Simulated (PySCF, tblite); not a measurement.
# C₂H₈SeSi: dynamics, then NMR shifts and electronic excitations on frames, part 2 of 2

tblite 0.8.0 and PySCF 2.14.0. Atoms count from 0. Earlier steps stand in the parts before.

### 9 NMR shieldings: 800 fs, PBE0/pcSseg-1

What the job is given:

```
{"job": {"kind": "nmr", "xc": "PBE0", "basis": "pcSseg-1", "pop": false}, "charge": 0, "multiplicity": 1}
C     -2.216600     0.042900     0.811400
C     -0.736300    -0.085300     1.235400
Si     0.311400    -1.244500     0.054600
Se     2.507100    -0.388000     0.407700
H     -2.385000     0.185500    -0.297400
H     -2.569700     0.914000     1.329500
H     -2.782300    -0.745200     1.228600
H     -0.312100     0.887200     1.329200
H     -0.741100    -0.392600     2.270500
H     -0.049500    -1.001600    -1.359700
H      0.046700    -2.628500     0.515300
H      2.567400    -0.658300     1.887700
```

Method: GIAO PBE0/pcSseg-1 NMR shielding, non-relativistic, gas phase.

The program printed:

```text
coarse grid: 43880 points
cycle   1  E = -2771.2530185780  dE = -1.020e+00  |g| = 7.266e-01  |ddm| = 3.015e+00
cycle   2  E = -2771.2496460322  dE =  3.373e-03  |g| = 5.049e-01  |ddm| = 7.312e-01
cycle   3  E = -2771.2931073368  dE = -4.346e-02  |g| = 1.431e-01  |ddm| = 4.913e-01
cycle   4  E = -2771.2983388366  dE = -5.231e-03  |g| = 2.536e-02  |ddm| = 1.362e-01
cycle   5  E = -2771.2984566341  dE = -1.178e-04  |g| = 5.524e-03  |ddm| = 2.597e-02
cycle   6  E = -2771.2984653867  dE = -8.753e-06  |g| = 1.364e-03  |ddm| = 7.386e-03
final grid: 90392 points
cycle   7  E = -2771.2984937618  dE =  1.157e-07  |g| = 1.597e-03  |ddm| = 2.756e-03
cycle   8  E = -2771.2984935350  dE =  2.267e-07  |g| = 1.910e-03  |ddm| = 3.272e-03
cycle   9  E = -2771.2984942589  dE = -7.239e-07  |g| = 4.935e-05  |ddm| = 1.826e-03
cycle  10  E = -2771.2984942596  dE = -6.930e-10  |g| = 5.538e-06  |ddm| = 5.408e-05
converged SCF energy = -2771.2984942596

GIAO shielding tensors (ppm)
atom      isotropic    diamagn.    paramagn.     s11        s22        s33       span
  0 C      175.083     244.136     -69.054    158.443    176.723    190.082     31.639
  1 C      167.811     252.900     -85.089    144.930    163.770    194.734     49.804
  2 Si     363.889     878.277    -514.388    320.321    350.257    421.089    100.768
  3 Se    2035.721    3000.995    -965.274   1819.201   1948.546   2339.416    520.215
  4 H       29.846      28.443       1.403     25.135     28.616     35.787     10.651
  5 H       30.453      28.943       1.510     24.748     28.505     38.106     13.358
  6 H       31.260      29.376       1.884     26.602     29.089     38.088     11.486
  7 H       31.160      34.458      -3.298     25.221     32.403     35.857     10.636
  8 H       30.814      32.045      -1.232     26.287     31.135     35.019      8.732
  9 H       26.831      28.800      -1.969     23.275     25.327     31.892      8.617
 10 H       26.414      28.245      -1.831     22.685     24.815     31.742      9.058
 11 H       30.084      29.002       1.082     21.251     25.826     43.176     21.925
```

Wall time 28 s (1 thread of AMD EPYC, shared host); peak memory 0.8 GiB.

This run: δ C1 19.1, C0 11.8, Si2 -14.7, Se3 -277, H10 5.30, H9 4.89 ppm.

### 10 TDDFT and polarisability: 800 fs, PBE0/def2-SVPD

The job, as its differences from that of step 9:

```diff
@@ -1,2 +1,2 @@
-{"job": {"kind": "nmr", "xc": "PBE0", "basis": "pcSseg-1", "pop": false}, "charge": 0, "multiplicity": 1}
+{"job": {"kind": "uv", "xc": "PBE0", "basis": "def2-SVPD", "nstates": 5, "ntriplets": 0}, "charge": 0, "multiplicity": 1}
 C     -2.216600     0.042900     0.811400
```

Method: TDDFT PBE0/def2-SVPD, vertical, gas phase, core orbitals frozen in the response.

The program printed:

```text
coarse grid: 43880 points
cycle   1  E = -2771.1051724634  dE = -9.255e-01  |g| = 3.571e-01  |ddm| = 4.060e+00
cycle   2  E = -2771.0969586194  dE =  8.214e-03  |g| = 3.930e-01  |ddm| = 1.071e+00
cycle   3  E = -2771.1420411385  dE = -4.508e-02  |g| = 4.463e-02  |ddm| = 5.411e-01
cycle   4  E = -2771.1424035405  dE = -3.624e-04  |g| = 8.913e-03  |ddm| = 6.254e-02
cycle   5  E = -2771.1424211532  dE = -1.761e-05  |g| = 6.172e-03  |ddm| = 2.398e-02
cycle   6  E = -2771.1424310346  dE = -9.881e-06  |g| = 4.885e-04  |ddm| = 9.596e-03
final grid: 90392 points
cycle   7  E = -2771.1424420532  dE = -5.331e-08  |g| = 4.291e-04  |ddm| = 4.992e-03
cycle   8  E = -2771.1424420435  dE =  9.696e-09  |g| = 4.600e-04  |ddm| = 1.246e-03
cycle   9  E = -2771.1424420918  dE = -4.828e-08  |g| = 3.950e-05  |ddm| = 6.594e-04
cycle  10  E = -2771.1424420923  dE = -5.380e-10  |g| = 6.226e-06  |ddm| = 7.581e-05
converged SCF energy = -2771.1424420923

Static polarisability (au): isotropic 85.087, principal 71.706 78.899 104.656

Singlet excitations
state   eV       nm        f      main configurations
  1   4.8908    253.5   0.01493   H->L 0.96
  2   5.0995    243.1   0.00569   H->L+1 0.94
  3   6.2016    199.9   0.01945   H->L+2 0.83
  4   6.5031    190.7   0.01097   H->L+3 0.78, H-1->L 0.09
  5   6.7320    184.2   0.08412   H-1->L 0.61, H-1->L+1 0.27
```

Wall time 33 s (1 thread of AMD EPYC, shared host); peak memory 0.77 GiB.

In short: HOMO -6.72 eV, LUMO -0.50 eV; lowest singlet 4.89 eV.

### 11 Shielding tensors: 1000 fs, PBE0/pcSseg-1

What the job is given:

```
{"job": {"kind": "nmr", "xc": "PBE0", "basis": "pcSseg-1", "pop": false}, "charge": 0, "multiplicity": 1}
C     -2.123900    -0.715400     1.472200
C     -0.781200    -0.048600     1.113300
Si     0.419500    -1.121100     0.141700
Se     2.722300    -0.615900     0.524900
H     -2.631700    -1.168000     0.643100
H     -2.763900     0.128400     1.748800
H     -2.046100    -1.432000     2.289500
H     -0.939700     0.895400     0.586200
H     -0.414700     0.323100     2.031400
H      0.491100    -0.880600    -1.279600
H      0.373900    -2.589200     0.445500
H      3.155800    -1.317700    -0.657200
```

With the program's defaults for keys left out, this is: GIAO PBE0/pcSseg-1 NMR shielding, non-relativistic, gas phase.

The program printed:

```text
coarse grid: 43880 points
cycle   1  E = -2771.2602519372  dE = -9.421e-01  |g| = 7.082e-01  |ddm| = 3.046e+00
cycle   2  E = -2771.2631025353  dE = -2.851e-03  |g| = 4.499e-01  |ddm| = 6.577e-01
cycle   3  E = -2771.2949965063  dE = -3.189e-02  |g| = 1.322e-01  |ddm| = 4.237e-01
cycle   4  E = -2771.2995238928  dE = -4.527e-03  |g| = 2.424e-02  |ddm| = 1.236e-01
cycle   5  E = -2771.2996207933  dE = -9.690e-05  |g| = 4.056e-03  |ddm| = 1.987e-02
cycle   6  E = -2771.2996253855  dE = -4.592e-06  |g| = 1.169e-03  |ddm| = 5.416e-03
final grid: 90392 points
cycle   7  E = -2771.2996455152  dE =  1.033e-07  |g| = 1.378e-03  |ddm| = 2.642e-03
cycle   8  E = -2771.2996453092  dE =  2.060e-07  |g| = 1.669e-03  |ddm| = 3.048e-03
cycle   9  E = -2771.2996459510  dE = -6.419e-07  |g| = 4.541e-05  |ddm| = 1.687e-03
cycle  10  E = -2771.2996459516  dE = -5.493e-10  |g| = 5.420e-06  |ddm| = 4.420e-05
converged SCF energy = -2771.2996459516

GIAO shielding tensors (ppm)
atom      isotropic    diamagn.    paramagn.     s11        s22        s33       span
  0 C      176.823     244.044     -67.221    165.737    173.821    190.911     25.174
  1 C      185.285     253.023     -67.738    172.050    181.517    202.288     30.238
  2 Si     382.897     878.577    -495.680    326.487    383.686    438.518    112.032
  3 Se    2212.097    3000.824    -788.728   1903.462   2009.984   2722.844    819.382
  4 H       31.142      29.133       2.009     26.618     29.255     37.554     10.936
  5 H       29.953      27.298       2.655     24.074     27.875     37.910     13.836
  6 H       30.482      27.343       3.139     25.866     28.292     37.289     11.423
  7 H       30.692      33.046      -2.353     24.992     29.626     37.458     12.466
  8 H       31.277      32.478      -1.200     25.347     31.461     37.024     11.677
  9 H       26.328      30.006      -3.678     20.800     26.163     32.021     11.221
 10 H       26.054      28.074      -2.019     20.755     26.063     31.344     10.589
 11 H       31.842      30.428       1.414     21.688     26.089     47.749     26.061
```

It took 26 s on 1 thread of AMD EPYC, shared host; peak memory 0.82 GiB.

In short: δ C0 10.1, C1 1.6, Si2 -33.7, Se3 -454, H10 5.66, H9 5.39 ppm.

### 12 Ultraviolet spectrum: 1000 fs, PBE0/def2-SVPD

The job, as its differences from that of step 11:

```diff
@@ -1,2 +1,2 @@
-{"job": {"kind": "nmr", "xc": "PBE0", "basis": "pcSseg-1", "pop": false}, "charge": 0, "multiplicity": 1}
+{"job": {"kind": "uv", "xc": "PBE0", "basis": "def2-SVPD", "nstates": 5, "ntriplets": 0}, "charge": 0, "multiplicity": 1}
 C     -2.123900    -0.715400     1.472200
```

With the program's defaults for keys left out, this is: TDDFT PBE0/def2-SVPD, vertical, gas phase, core orbitals frozen in the response.

The program printed:

```text
coarse grid: 43880 points
cycle   1  E = -2771.1124589957  dE = -8.471e-01  |g| = 3.307e-01  |ddm| = 4.058e+00
cycle   2  E = -2771.1097415598  dE =  2.717e-03  |g| = 3.418e-01  |ddm| = 1.001e+00
cycle   3  E = -2771.1439167226  dE = -3.418e-02  |g| = 4.750e-02  |ddm| = 4.955e-01
cycle   4  E = -2771.1443328635  dE = -4.161e-04  |g| = 6.083e-03  |ddm| = 6.031e-02
cycle   5  E = -2771.1443390324  dE = -6.169e-06  |g| = 4.224e-03  |ddm| = 1.802e-02
cycle   6  E = -2771.1443437306  dE = -4.698e-06  |g| = 5.247e-04  |ddm| = 6.434e-03
final grid: 90392 points
cycle   7  E = -2771.1443320656  dE = -4.079e-08  |g| = 5.519e-04  |ddm| = 5.232e-03
cycle   8  E = -2771.1443320232  dE =  4.238e-08  |g| = 6.760e-04  |ddm| = 1.583e-03
cycle   9  E = -2771.1443321400  dE = -1.168e-07  |g| = 3.277e-05  |ddm| = 8.895e-04
cycle  10  E = -2771.1443321403  dE = -2.842e-10  |g| = 4.947e-06  |ddm| = 5.753e-05
converged SCF energy = -2771.1443321403

Static polarisability (au): isotropic 84.530, principal 70.846 74.521 108.222

Singlet excitations
state   eV       nm        f      main configurations
  1   4.9252    251.7   0.01536   H->L 0.95
  2   5.2112    237.9   0.01342   H->L+1 0.90
  3   5.9610    208.0   0.00008   H->L+2 0.85
  4   6.4943    190.9   0.00114   H->L+3 0.94
  5   6.6473    186.5   0.00421   H->L+5 0.58, H->L+4 0.18, H-1->L 0.14
```

Wall time 32 s (1 thread of AMD EPYC, shared host); peak memory 0.77 GiB.

This run: HOMO -6.50 eV, LUMO -0.27 eV; lowest singlet 4.93 eV.

### 13 Run by run: NMR shifts

Shifts (ppm) of some atoms, chosen among heavy atoms and hydrogens apart, with basis size and wall time:

```tsv
frame	C1	C0	H7	H8	H5	Si2	Se3	functions	time
250 fs	29.1	18.5	3.04	2.97	1.10	-30.3	-341	139	28 s
425 fs	10.4	12.8	0.55	1.11	2.96	-12.5	-265	139	25 s
625 fs	8.9	10.1	0.40	1.83	2.57	-27.1	-483	139	27 s
800 fs	19.1	11.8	0.56	0.90	1.26	-14.7	-277	139	28 s
1000 fs	1.6	10.1	1.02	0.44	1.76	-33.7	-454	139	26 s
```

### 14 Side by side: electronic excitations

Excitations and ground-state properties, with basis size and wall time:

```tsv
frame	lowest singlet (eV)	brightest (eV)	f	gap (eV)	α (Å³)	μ (D)	functions	time
250 fs	4.49	6.06	0.104	5.71	12.63	2.87	169	33 s
425 fs	4.78	6.57	0.152	6.12	12.69	2.28	169	33 s
625 fs	5.18	6.12	0.029	6.59	12.20	1.80	169	33 s
800 fs	4.89	6.73	0.084	6.21	12.61	1.70	169	33 s
1000 fs	4.93	4.93	0.015	6.22	12.53	2.60	169	32 s
```

### 15 What came out

What follows sums up all 2 parts.

| quantity | value |
| --- | --- |
| thermostat | 300 K |
| mean temperature, second half | 262 K |
| mean potential energy above the minimum | 0.36 eV |
| 13C shifts against TMS (PBE0/pcSseg-1, 250 fs) | 29.1, 18.5 ppm |
| 1H shifts against TMS (PBE0/pcSseg-1, 250 fs) | 4.60, 4.55, 3.04, 2.97, 2.16, 2.00, 1.10, 0.85 ppm |
| 29Si shifts against TMS (PBE0/pcSseg-1, 250 fs) | -30.3 ppm |
| 77Se shifts against Me2Se (PBE0/pcSseg-1, 250 fs) | -341 ppm |
| lowest singlet (PBE0/def2-SVPD, 250 fs) | 4.49 eV (276 nm), f = 0.008 |
| brightest single state of those computed | state 4, 6.06 eV, f = 0.104 |
| range of the shift of Se3 | -483 to -265 ppm |
| range of the lowest singlet | 4.49 to 5.18 eV |

**Reading.** In the second half the potential energy averages 0.36 eV above the minimum; equipartition over 30 harmonic modes at 300 K would give 0.39 eV. With 12 atoms the temperature swings widely (124 to 465 K). Shifts at one fixed geometry are not the observed spectrum, which averages over the motion. In the first frame run (250 fs): The largest span, 822 ppm, is at Se3, where the paramagnetic term is -901 ppm. The lowest singlet, at 4.49 eV, is HOMO→LUMO 0.98 and is weak; of the 5 states computed, the strongest absorption comes from state 4 at 6.06 eV. In ppm, Se3 moves most: its shift spreads over 218 ppm, from -483 (625 fs) to -265 (425 fs). The lowest singlet runs from 4.49 eV (250 fs) to 5.18 eV (625 fs), while the orbital gap spans 5.71 to 6.59 eV. The lowest state need not be the same one in every run. The runs solved for a few states only, so the brightest column depends on that window. Spin-orbit coupling is left out, which matters for shieldings and couplings at and beside the heavy atoms.
